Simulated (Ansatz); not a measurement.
# PtSe (wurtzite type): the cost of one run

Computed with Ansatz 0.2.0 (DFT PBE, scalar-relativistic, unless a step's input says otherwise).

## (1) The system as given

The structure is hexagonal, space group P6_3mc (No. 186). The conventional cell has a = 4.091 Å, b = 4.091 Å, c = 6.668 Å, α = 90.00°, β = 90.00°, γ = 120.00°. Pt (site symmetry 3m) is surrounded by 4 Se at 2.50 to 2.51 Å. Around Se (site symmetry 3m) lie 4 Pt at 2.50 to 2.51 Å.

Coordinates:

```xyz
4
Lattice="4.0910 0.0000 0.0000 -2.0455 3.5429 0.0000 0.0000 0.0000 6.6683" Properties=species:S:1:pos:R:3 pbc="T T T"
Pt    0.0000    2.3619    0.0000
Pt    2.0455    1.1810    3.3341
Se    0.0000    2.3619    2.5073
Se    2.0455    1.1810    5.8414
```

Atoms are numbered in the order of the input: Pt1, Pt2, Se3, Se4.

## (2) Relaxing the guess with PAW

input.yaml

```yaml
crystal:
  lattice:
    - [4.090959503, 0.0, 0.0]
    - [-2.0454797515, 3.5428748554, 0.0]
    - [0.0, 0.0, 6.6682639899]
  atoms:
    - { symbol: Pt, position: [0.3333333333, 0.6666666667, 0.0] }
    - { symbol: Pt, position: [0.6666666667, 0.3333333333, 0.5] }
    - { symbol: Se, position: [0.3333333333, 0.6666666667, 0.376] }
    - { symbol: Se, position: [0.6666666667, 0.3333333333, 0.876] }
kpoints:
  mp_grid: { grid: [10, 10, 6] }
scf:
  occupations: { method: fermi_dirac, width: 0.03 }
hamiltonian:
  xc: pbe
  pseudopotentials: { kind: paw }
output:
  forces: true
  stress: true
relax:
  f_tol: 0.005
  max_steps: 80
  cell: {}
```

Command:

```bash
> ansatz run input.yaml --threads 1 --pin off --max-ram 3072MiB --backend cpu --events-out ev --progress --plain --runs-dir out
```

**Question.** How long does this run take on 1 thread of Arm Neoverse V2, shared host?

About 2.1 min.
